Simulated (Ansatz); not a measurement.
# FGe2H5: the cost of one run

Method: RKS PBE/def2-SVP, in Ansatz 0.2.0.

**1. The system as given**

Bond lengths: Ge1–Ge2 2.600 Å, Ge2–H3 1.550 Å, Ge2–H4 1.550 Å, Ge2–H5 1.550 Å, Ge1–H6 1.750 Å, Ge1–H7 1.549 Å, Ge1–F8 1.679 Å. Angles: Ge1–Ge2–H3 77.6°, Ge1–Ge2–H4 131.2°, Ge1–Ge2–H5 113.2°, H3–Ge2–H4 109.4°, H3–Ge2–H5 109.4°, H4–Ge2–H5 109.4°, Ge2–Ge1–H6 54.3°, Ge2–Ge1–H7 122.5°, Ge2–Ge1–F8 122.5°, H6–Ge1–H7 119.0°, H6–Ge1–F8 119.0°, H7–Ge1–F8 109.5°.

Structure file:

```xyz
8

Ge    0.0000    0.0000    0.0000
Ge    1.4273    0.0000    2.1732
H     0.0314   -0.4318    2.6906
H     2.4991   -0.9929    2.6906
H     1.7512    1.4247    2.6906
H     1.7485    0.0000    0.0731
H    -0.7300    1.2648   -0.5162
F    -0.7913   -1.3709   -0.5594
```

**2. A restrained relaxation towards end A**

Springs on the bonds that form and break draw the guess towards this end; the thresholds are loose.

File input.yaml:

```yaml
crystal:
  periodic: [false, false, false]
  atoms:
    - { symbol: Ge, position_ang: [0.0, 0.0, 0.0] }
    - { symbol: Ge, position_ang: [1.4273, 0.0, 2.1732] }
    - { symbol: H, position_ang: [0.0314, -0.4318, 2.6906] }
    - { symbol: H, position_ang: [2.4991, -0.9929, 2.6906] }
    - { symbol: H, position_ang: [1.7512, 1.4247, 2.6906] }
    - { symbol: H, position_ang: [1.7485, 0.0, 0.0731] }
    - { symbol: H, position_ang: [-0.73, 1.2648, -0.5162] }
    - { symbol: F, position_ang: [-0.7913, -1.3709, -0.5594] }
basis:
  gaussian: { orbitals: def2-SVP }
hamiltonian:
  xc: pbe
relax:
  f_tol: 0.15
  max_steps: 25
  restrain:
    - { distance: [1, 5], at: 2.75, k: 30.0 }
    - { distance: [0, 1], at: 2.4, k: 30.0 }
    - { distance: [0, 5], at: 1.55, k: 30.0 }
```

The run is started by

```
> ansatz run input.yaml --threads 2 --pin off --max-ram 3072MiB --backend cpu --events-out ev --progress --plain --runs-dir out
```

**Question.** How long does this run take on 2 threads of Intel Xeon 6975P-C (Granite Rapids), shared host, and how much memory does it need?

About 5.8 s, with a peak of 0.16 GiB.
